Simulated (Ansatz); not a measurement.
**BrCuH3N: basis-set convergence**

How large a basis does BrCuH3N need? Two functionals are run in growing sets.

Method: one geometry, several basis sets; program: Ansatz 0.2.0, Gaussian basis.

Plan: PBE0-D4/def2-SVP; ωB97M-V/def2-SVP; PBE0-D4/def2-QZVPP; ωB97M-V/def2-QZVPP; the functionals' def2-TZVPP values are taken from earlier runs.

## Step 1: The geometry

The geometry comes from an earlier relaxation with PBE0-D4 in a triple-zeta def2 set; it is a stationary point.

SMILES `[NH3+][Cu-][Br]`, 6 atoms, charge 0, spin multiplicity 1.

Atoms are counted from 1 here; the program's logs count them from 0.

Bond lengths: N1–Cu2 1.948 Å, N1–H4 1.015 Å, N1–H5 1.015 Å, N1–H6 1.015 Å, Cu2–Br3 2.213 Å. Angles: Cu2–N1–H4 111.4°, Cu2–N1–H5 111.5°, Cu2–N1–H6 111.5°, H4–N1–H5 107.4°, H4–N1–H6 107.4°, H5–N1–H6 107.4°, N1–Cu2–Br3 179.9°.

Geometry (Å):

```mol
BrCuH3N
  3D, bonds by distance, orders not assigned

  6  5  0  0  0  0  0  0  0  0999 V2000
   -0.8008    0.0016    0.1928 N   0  0
    1.0893   -0.0259   -0.2765 Cu  0  0
    3.2373   -0.0595   -0.8095 Br  0  0
   -1.2322   -0.9056    0.0475 H   0  0
   -1.3134    0.6749   -0.3677 H   0  0
   -0.9381    0.2505    1.1672 H   0  0
  1  2  8  0
  2  3  8  0
  1  4  8  0
  1  5  8  0
  1  6  8  0
M  END
```

## Step 2: PBE0-D4 in def2-SVP

Contents of in.yaml:

```yaml
crystal:
  periodic: [false, false, false]
  atoms:
    - {symbol: N, position_ang: [-0.800831, 0.001608, 0.192799]}
    - {symbol: Cu, position_ang: [1.089293, -0.025948, -0.276489]}
    - {symbol: Br, position_ang: [3.237325, -0.059525, -0.809525]}
    - {symbol: H, position_ang: [-1.232247, -0.905552, 0.047480]}
    - {symbol: H, position_ang: [-1.313361, 0.674881, -0.367719]}
    - {symbol: H, position_ang: [-0.938079, 0.250535, 1.167154]}
basis:
  gaussian: {orbitals: def2-SVP}
hamiltonian: {xc: pbe0, dispersion: d4}
output: {orbitals: {seedname: orbitals}}
```

Launch:

```bash
$ ansatz run in.yaml --threads 4 --pin off --events-out ev --progress --plain --max-ram 10444MiB
```

The runs that follow: ωB97M-V in def2-SVP; PBE0-D4 in def2-QZVPP; ωB97M-V in def2-QZVPP.

Before running them: what should the planned runs give, taken together? Wanted: PBE0-D4: double and triple zeta above quadruple; ωB97M-V: double and triple zeta above quadruple.

As calculated:

| quantity | value |
| --- | --- |
| PBE0-D4: double and triple zeta above quadruple | 19.77, 2.68 eV |
| ωB97M-V: double and triple zeta above quadruple | 19.70, 2.60 eV |

**Reading.** PBE0-D4 gains 17.08 eV from double to triple zeta, then 2.68 eV more. These are total energies; as a rule much of such shifts cancels in differences, which this series doesn't test.
